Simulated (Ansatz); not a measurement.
NaMg3O4:

```xyz
8
Lattice="4.3538 0.0000 0.0000 0.0000 4.3538 0.0000 0.0000 0.0000 4.3538" Properties=species:S:1:pos:R:3 pbc="T T T"
Mg    2.1769    2.1769    0.0000
Mg    2.1769    0.0000    2.1769
Mg    0.0000    2.1769    2.1769
Na    0.0000    0.0000    0.0000
O     0.0000    2.1769    0.0000
O     0.0000    0.0000    2.1769
O     2.1769    2.1769    2.1769
O     2.1769    0.0000    0.0000
```

The cell comes from a database or a generator and needn't be the stable form of this composition.

- Program: Ansatz 0.2.0
- Task: single point
- Functional: PBE
- Potentials or basis: Ansatz PAW
- Cutoff: 420 eV (not typed: the program's choice for these potentials)
- k mesh: 6 × 6 × 6
- Occupations: fermi-dirac, width 0.05 eV
- Spin: no spin polarisation

On this cell: pressure -0.9 GPa; largest force zero by symmetry; band gap on the k mesh none (metal or under the smearing width).

The same run follows on a disturbed copy (atoms moved at random, drawn with an rms of 0.05 Å):

```xyz
8
Lattice="4.3538 0.0000 0.0000 0.0000 4.3538 0.0000 0.0000 0.0000 4.3538" Properties=species:S:1:pos:R:3 pbc="T T T"
Mg    2.1146    2.1859   -0.0425
Mg    2.2024   -0.0238    2.2192
Mg    0.0374    2.1783    2.1487
Na   -0.0078    0.0123    0.0311
O    -0.0063    2.1293    0.0219
O    -0.0093    0.0386    2.1142
O     2.1932    2.2195    2.2019
O     2.2560    0.0262   -0.0498
```

What changes?

The energy (extrapolated to zero smearing) moves by +22.1 meV/atom; pressure 0.1 GPa; largest force 1.125 eV/Å; band gap on the k mesh none (metal or under the smearing width).

Forces on the atoms (eV/Å):
```
Mg   0.575 -0.083  0.320
Mg   0.066  0.326 -0.412
Mg  -0.373 -0.019  0.098
Na   0.526 -0.410 -0.690
O    0.198  0.758 -0.237
O    0.317 -0.242  0.942
O   -0.223 -0.168 -0.266
O   -1.086 -0.163  0.245
```

Stress tensor (GPa, compression positive):
```
-0.34 -0.01  0.12
-0.01 -0.20  0.10
 0.12  0.10  0.72
```

Caveats: an odd number of electrons without spin polarisation forces a metal; a magnetic or distorted state may lie lower.
